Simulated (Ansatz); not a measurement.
# Yb2B2Mo: the cost of one run

Program: Ansatz 0.2.0. Level of theory: DFT PBE, scalar-relativistic, plane waves, PAW. These are calculated values, not measurements.

**1. The system as given**

The structure is hexagonal, space group P6/mmm (No. 191). Conventional cell: a = 4.977 Å, b = 4.977 Å, c = 6.995 Å, α = 90.00°, β = 90.00°, γ = 120.00°. Yb (site symmetry 6mm) has 1 Yb at 1.32 Å in its first shell of neighbours. B (site symmetry -6m2) is surrounded by 3 B at 2.87 Å and 3 Mo at 2.87 Å. Mo (site symmetry 6/mmm) is surrounded by 2 Yb at 2.84 Å and 6 B at 2.87 Å.

As a file:

```
Yb B Mo
1.0
     4.97668    0.00000    0.00000
    -2.48834    4.30993    0.00000
     0.00000    0.00000    6.99491
Yb B Mo
2 2 1
Direct
  0.00000 0.00000 0.40570
  0.00000 0.00000 0.59430
  0.33333 0.66667 0.00000
  0.66667 0.33333 0.00000
  0.00000 0.00000 0.00000
```

The cell is invented: random cell by space group and Wyckoff sites (P6/mmm, No. 191). Its size is a rough estimate.

**2. The guess as it stands, on a coarse mesh**

Contents of input.yaml:

```yaml
crystal:
  lattice:
    - [4.97668315, 0.0, 0.0]
    - [-2.48834157, 4.30993403, 0.0]
    - [0.0, 0.0, 6.9949054]
  atoms:
    - { symbol: Yb, position: [0.0, 0.0, 0.40570115] }
    - { symbol: Yb, position: [0.0, 0.0, 0.59429885] }
    - { symbol: B, position: [0.33333333, 0.66666667, 0.0] }
    - { symbol: B, position: [0.66666667, 0.33333333, 0.0] }
    - { symbol: Mo, position: [0.0, 0.0, 0.0] }
basis:
  ecutwfc: 420
kpoints:
  mp_grid: { grid: [6, 6, 4] }
hamiltonian:
  xc: pbe
scf:
  occupations: { method: gaussian, width: 0.1 }
  lower_state_search: "off"
output:
  forces: true
  stress: true
  eigenvalues: true
```

Run with:

```sh
ansatz run input.yaml --threads 1 --pin off --max-ram 2560MiB --backend cpu --events-out ev --progress --plain --runs-dir out
```

What time and memory should one allow on 1 thread of Arm Neoverse N1, shared host?

About 95 s, with a peak of 0.45 GiB.
